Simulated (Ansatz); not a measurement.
# C2H3F3InN: small, medium and large basis sets

The task here is to estimate one member of a computed series from the others.

Method: one geometry, several basis sets; program: Ansatz 0.2.0, Gaussian basis.

Levels to be run: PBE0-D4/def2-SVP; ωB97M-V/def2-SVP; PBE0-D4/def2-QZVPP; ωB97M-V/def2-QZVPP; the functionals' def2-TZVPP values are taken from earlier runs.

### The geometry

All runs share one geometry, relaxed beforehand with PBE0-D4 in a triple-zeta def2 set. In takes the def2 core potential; no spin-orbit term is included.

SMILES `CC#[N+][In-]([F])([F])[F]`, 10 atoms, charge 0, spin multiplicity 1.

Atoms are counted from 1 here; the program's logs count them from 0.

Bond lengths: C1–C2 1.441 Å, C1–H8 1.091 Å, C1–H9 1.091 Å, C1–H10 1.091 Å, C2–N3 1.143 Å, N3–In4 2.263 Å, In4–F5 1.941 Å, In4–F6 1.941 Å, In4–F7 1.941 Å. Angles: C2–C1–H8 109.5°, C2–C1–H9 109.5°, C2–C1–H10 109.5°, H8–C1–H9 109.4°, H8–C1–H10 109.4°, H9–C1–H10 109.4°, C1–C2–N3 180.0°, C2–N3–In4 179.8°, N3–In4–F5 98.6°, N3–In4–F6 98.6°, N3–In4–F7 98.6°, F5–In4–F6 117.8°, F5–In4–F7 117.8°, F6–In4–F7 117.8°.

The first run:

in.yaml reads:

```yaml
crystal:
  periodic: [false, false, false]
  atoms:
    - {symbol: C, position_ang: [0.255545, -1.291435, 1.914078]}
    - {symbol: C, position_ang: [0.101240, -0.493038, 0.724450]}
    - {symbol: N, position_ang: [-0.021722, 0.139467, -0.219363]}
    - {symbol: In, position_ang: [-0.260737, 1.397288, -2.085631]}
    - {symbol: F, position_ang: [1.614716, 1.754370, -2.436458]}
    - {symbol: F, position_ang: [-1.330790, 2.831810, -1.333941]}
    - {symbol: F, position_ang: [-1.158904, 0.090421, -3.205076]}
    - {symbol: H, position_ang: [-0.470438, -2.105986, 1.902853]}
    - {symbol: H, position_ang: [1.264766, -1.705009, 1.947053]}
    - {symbol: H, position_ang: [0.089323, -0.669089, 2.794836]}
basis:
  gaussian: {orbitals: def2-SVP}
hamiltonian: {xc: pbe0, dispersion: d4}
output: {orbitals: {seedname: orbitals}}
```

Launch:

```sh
$ ansatz run in.yaml --threads 4 --pin off --events-out ev --progress --plain --max-ram 11315MiB
```

Among the steps run: PBE0-D4 in def2-SVP; ωB97M-V in def2-SVP; PBE0-D4 in def2-QZVPP; ωB97M-V in def2-QZVPP.

One of the session's tables, all rows but one given; the rest of the session is left out.

It belongs to the step «Density functionals: the series». 

| functional | basis | HOMO (eV) |
| --- | --- | --- |
| PBE0-D4 | def2-SVP | -9.37 |
| PBE0-D4 | def2-TZVPP | -9.75 |
| PBE0-D4 | def2-QZVPP | -9.81 |
| ωB97M-V | def2-SVP | -11.83 |
| ωB97M-V | def2-TZVPP | ? |
| ωB97M-V | def2-QZVPP | -12.34 |

Q: Estimate the row for ωB97M-V, def2-TZVPP from the others.

As computed: HOMO (eV): -12.27. In the column «HOMO (eV)» it lies between ωB97M-V, def2-QZVPP (-12.34) and ωB97M-V, def2-SVP (-11.83).
